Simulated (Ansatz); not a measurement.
# CH8BGeN: the cost of one run

The runs use Ansatz 0.2.0, Gaussian basis; functionals in def2-TZVPP, the program's frozen cores in correlated methods.

Levels to be run: PBE-D4, r2SCAN-D4, PBE0-D4, B3LYP-D4, ωB97X-V, ωB97M-V, B2PLYP; CCSD(T)/def2-TZVPP; MP2/def2-QZVPP; extrapolation to the limit.

### 1 The geometry

The geometry comes from an earlier relaxation with PBE0-D4 in a triple-zeta def2 set; it is a stationary point, not always the lowest conformer.

SMILES `CN[BH][GeH3]`, 12 atoms, charge 0, spin multiplicity 1.

Atoms are counted from 1 here; the program's logs count them from 0.

Bond lengths: C1–N2 1.445 Å, C1–H5 1.089 Å, C1–H6 1.094 Å, C1–H7 1.094 Å, N2–B3 1.383 Å, N2–H8 1.010 Å, B3–Ge4 2.066 Å, B3–H9 1.200 Å, Ge4–H10 1.542 Å, Ge4–H11 1.542 Å, Ge4–H12 1.544 Å. Angles: N2–C1–H5 109.6°, N2–C1–H6 111.2°, N2–C1–H7 111.2°, H5–C1–H6 108.3°, H5–C1–H7 108.3°, H6–C1–H7 108.1°, C1–N2–B3 129.4°, C1–N2–H8 113.1°, B3–N2–H8 117.6°, N2–B3–Ge4 125.2°, N2–B3–H9 116.7°, Ge4–B3–H9 118.1°, B3–Ge4–H10 110.4°, B3–Ge4–H11 110.4°, B3–Ge4–H12 116.3°, H10–Ge4–H11 106.3°, H10–Ge4–H12 106.5°, H11–Ge4–H12 106.4°.

### 2 PBE-D4 (GGA)

File in.yaml:

```yaml
crystal:
  periodic: [false, false, false]
  atoms:
    - {symbol: C, position_ang: [-1.045010, 1.388300, 0.027327]}
    - {symbol: N, position_ang: [0.056992, 0.935811, 0.845839]}
    - {symbol: B, position_ang: [0.827456, -0.206136, 0.725531]}
    - {symbol: Ge, position_ang: [0.597681, -1.650081, -0.733700]}
    - {symbol: H, position_ang: [-1.227790, 0.668575, -0.769090]}
    - {symbol: H, position_ang: [-1.960590, 1.488204, 0.617662]}
    - {symbol: H, position_ang: [-0.826377, 2.358242, -0.428961]}
    - {symbol: H, position_ang: [0.270003, 1.565782, 1.605536]}
    - {symbol: H, position_ang: [1.694910, -0.359688, 1.539795]}
    - {symbol: H, position_ang: [1.904061, -1.814854, -1.537137]}
    - {symbol: H, position_ang: [0.309623, -3.022727, -0.091757]}
    - {symbol: H, position_ang: [-0.524055, -1.406529, -1.767044]}
basis:
  gaussian: {orbitals: def2-TZVPP}
hamiltonian: {xc: pbe, dispersion: d4}
output: {forces: true, orbitals: {seedname: orbitals}}
```

Started as:

```bash
> ansatz run in.yaml --threads 4 --pin off --events-out ev --progress --plain --max-ram 10444MiB
```

Q: Estimate wall time and peak memory on 4 threads of Intel Xeon Platinum 8259CL at 2.50GHz, shared host.

About 3.8 s, with a peak of 0.32 GiB.
